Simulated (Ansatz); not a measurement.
# Ga11Sb12 zinc blende off sphere (Ga11Sb12H32+): one state, many levels

An exercise on one series of results from a longer session: the logs are not shown, and one member is left open.

Computed with Ansatz 0.2.0, Gaussian basis. Level: as each input shows.

The runs, in order: PBE-D4/def2-TZVP, r2SCAN-D4/def2-TZVP, BLYP-D4/def2-TZVP, PBE-D4/def2-SVP, PBE0-D4/def2-SVP, MP2/def2-SVP.

1 further run of the same task is left out (set aside as unsound or not needed). Runs told in other sessions of the task aren't counted.

## The relaxed structure

The geometry is that of the singlet, from an earlier relaxation (PBE-D4/def2-SVP).

55 atoms, charge 1, spin multiplicity 1.

Atoms are counted from 1 here; the program's logs count them from 0.

Bond lengths: Ga1–Sb13 2.729 Å, Ga1–Sb14 2.717 Å, Ga1–H24 1.571 Å, Ga1–H25 1.575 Å, Ga2–Sb12 2.731 Å, Ga2–Sb16 2.729 Å, Ga2–H26 1.569 Å, Ga2–H27 1.568 Å, Ga3–Sb15 2.724 Å, Ga3–Sb17 2.713 Å, Ga3–H28 1.569 Å, Ga3–H29 1.582 Å, Ga4–Sb13 2.657 Å, Ga4–Sb18 2.689 Å, Ga4–Sb19 2.700 Å, Ga4–H30 1.573 Å, Ga5–Sb15 2.660 Å, Ga5–Sb18 2.704 Å and more. Angles: Sb13–Ga1–Sb14 96.7°, Sb13–Ga1–H24 107.2°, Sb13–Ga1–H25 104.8°, Sb14–Ga1–H24 108.2°, Sb14–Ga1–H25 106.5°, H24–Ga1–H25 128.8°, Sb12–Ga2–Sb16 97.3°, Sb12–Ga2–H26 106.0°, Sb12–Ga2–H27 105.3°, Sb16–Ga2–H26 106.8°, Sb16–Ga2–H27 105.2°, H26–Ga2–H27 131.3°, Sb15–Ga3–Sb17 96.0°, Sb15–Ga3–H28 108.5°, Sb15–Ga3–H29 104.0°, Sb17–Ga3–H28 111.5°, Sb17–Ga3–H29 104.3°, H28–Ga3–H29 127.8° and more.

Sb takes a core potential in the def2 sets. No spin-orbit coupling is included. The ion is computed in the gas phase, without counter-ions or solvent.

PBE0-D4/def2-TZVP was run before; its log isn't repeated, and its numbers join the tables.

Set-up of the first run:

start.molden holds the orbitals of an earlier run on this state, given as this run's starting guess.

The input, in.yaml:

```yaml
crystal:
  periodic: [false, false, false]
  atoms:
    - {symbol: Ga, position_ang: [-5.195498, 1.755089, -0.563898]}
    - {symbol: Ga, position_ang: [-2.502278, -4.059052, 2.869574]}
    - {symbol: Ga, position_ang: [1.061645, -4.487308, -0.613626]}
    - {symbol: Ga, position_ang: [-2.003849, 2.101096, -3.923225]}
    - {symbol: Ga, position_ang: [1.400364, -1.274178, -3.923928]}
    - {symbol: Ga, position_ang: [-1.718083, -1.076831, -0.935790]}
    - {symbol: Ga, position_ang: [-1.515986, 1.655022, 2.667785]}
    - {symbol: Ga, position_ang: [1.412311, -1.285669, 1.963228]}
    - {symbol: Ga, position_ang: [1.391303, 1.821200, -0.816455]}
    - {symbol: Ga, position_ang: [4.658739, -0.958199, -0.621192]}
    - {symbol: Ga, position_ang: [4.321750, 2.514048, 2.978505]}
    - {symbol: Sb, position_ang: [-3.243783, -2.443233, 0.796178]}
    - {symbol: Sb, position_ang: [-3.352808, 0.588742, -2.205079]}
    - {symbol: Sb, position_ang: [-3.419745, 2.848039, 1.177291]}
    - {symbol: Sb, position_ang: [-0.135001, -2.700976, -2.286263]}
    - {symbol: Sb, position_ang: [-0.203099, -2.745970, 3.530057]}
    - {symbol: Sb, position_ang: [2.899233, -2.757698, 0.381504]}
    - {symbol: Sb, position_ang: [-0.343272, 0.384009, -5.158603]}
    - {symbol: Sb, position_ang: [-0.175937, 3.340609, -2.369888]}
    - {symbol: Sb, position_ang: [2.886151, 0.241804, -2.309446]}
    - {symbol: Sb, position_ang: [-0.212134, 0.377867, 0.686888]}
    - {symbol: Sb, position_ang: [2.830536, 0.318074, 3.587678]}
    - {symbol: Sb, position_ang: [2.837625, 3.348147, 0.826293]}
    - {symbol: H, position_ang: [-5.868374, 2.920058, -1.375965]}
    - {symbol: H, position_ang: [-5.880946, 0.554659, 0.190110]}
    - {symbol: H, position_ang: [-3.529812, -3.783208, 4.022925]}
    - {symbol: H, position_ang: [-2.032526, -5.397290, 2.201969]}
    - {symbol: H, position_ang: [1.736048, -5.606510, -1.481734]}
    - {symbol: H, position_ang: [0.018013, -4.669097, 0.561570]}
    - {symbol: H, position_ang: [-2.761001, 3.093790, -4.880199]}
    - {symbol: H, position_ang: [2.223857, -2.068174, -5.006671]}
    - {symbol: H, position_ang: [-2.198333, 0.491865, 3.497143]}
    - {symbol: H, position_ang: [-0.523627, 2.737695, 3.250818]}
    - {symbol: H, position_ang: [5.776388, -1.653194, -1.474323]}
    - {symbol: H, position_ang: [4.845206, 0.114112, 0.528471]}
    - {symbol: H, position_ang: [5.647203, 1.973275, 2.340193]}
    - {symbol: H, position_ang: [4.068084, 3.586591, 4.095302]}
    - {symbol: H, position_ang: [-4.430515, -3.240100, -0.153014]}
    - {symbol: H, position_ang: [-4.279950, -1.209699, 1.383451]}
    - {symbol: H, position_ang: [-4.190147, -0.441266, -3.299015]}
    - {symbol: H, position_ang: [-4.297699, 3.955773, 2.150200]}
    - {symbol: H, position_ang: [-2.569177, 4.047598, 0.286609]}
    - {symbol: H, position_ang: [-1.205731, -3.513585, -3.358784]}
    - {symbol: H, position_ang: [0.848335, -3.862195, 4.301106]}
    - {symbol: H, position_ang: [-0.476560, -1.761986, 4.908674]}
    - {symbol: H, position_ang: [3.776468, -3.645436, 1.565920]}
    - {symbol: H, position_ang: [-1.363806, -0.577007, -6.145245]}
    - {symbol: H, position_ang: [0.443546, 1.222081, -6.432941]}
    - {symbol: H, position_ang: [0.799144, 4.362891, -3.343041]}
    - {symbol: H, position_ang: [-0.920396, 4.566682, -1.431415]}
    - {symbol: H, position_ang: [3.699580, 1.337595, -3.356626]}
    - {symbol: H, position_ang: [1.727136, 0.737682, 4.833405]}
    - {symbol: H, position_ang: [3.805675, -0.724776, 4.539406]}
    - {symbol: H, position_ang: [1.703788, 4.543885, 1.303202]}
    - {symbol: H, position_ang: [3.769346, 4.371458, -0.188286]}
basis:
  gaussian: {orbitals: def2-TZVP, fitting: {mean_field: def2-universal-jkfit}, initial_orbitals: start.molden}
total_charge: 1
hamiltonian: {xc: pbe, dispersion: d4}
scf: {omitted_lower_state_checks: [starts]}
output: {orbitals: {seedname: orbitals}}
```

Launch:

```bash
$ ansatz run in.yaml --threads 11 --pin off --events-out ev --progress --plain --max-ram 174080MiB --backend cuda --devices 0, --max-vram 75GiB
```

Among the steps run: PBE-D4/def2-TZVP; r2SCAN-D4/def2-TZVP; BLYP-D4/def2-TZVP; PBE-D4/def2-SVP; PBE0-D4/def2-SVP; MP2/def2-SVP.

One of the session's tables, all rows but one given; the rest of the session is left out.

It belongs to the step «Levels side by side». 

| level | HOMO (eV) | LUMO (eV) | gap (eV) |
| --- | --- | --- | --- |
| PBE-D4/def2-SVP | -8.19 | -5.10 | 3.09 |
| PBE-D4/def2-TZVP | -8.22 | -5.16 | 3.06 |
| BLYP-D4/def2-TZVP | -8.06 | -5.08 | 2.99 |
| r2SCAN-D4/def2-TZVP | -8.44 | -5.04 | 3.41 |
| PBE0-D4/def2-SVP | -9.07 | -4.46 | 4.61 |
| PBE0-D4/def2-TZVP | ? | ? | ? |

Q: Estimate the row for PBE0-D4/def2-TZVP from the others.

**Answer.** HOMO (eV): -9.06; LUMO (eV): -4.50; gap (eV): 4.56. In the column «HOMO (eV)» it lies between PBE0-D4/def2-SVP (-9.07) and r2SCAN-D4/def2-TZVP (-8.44).
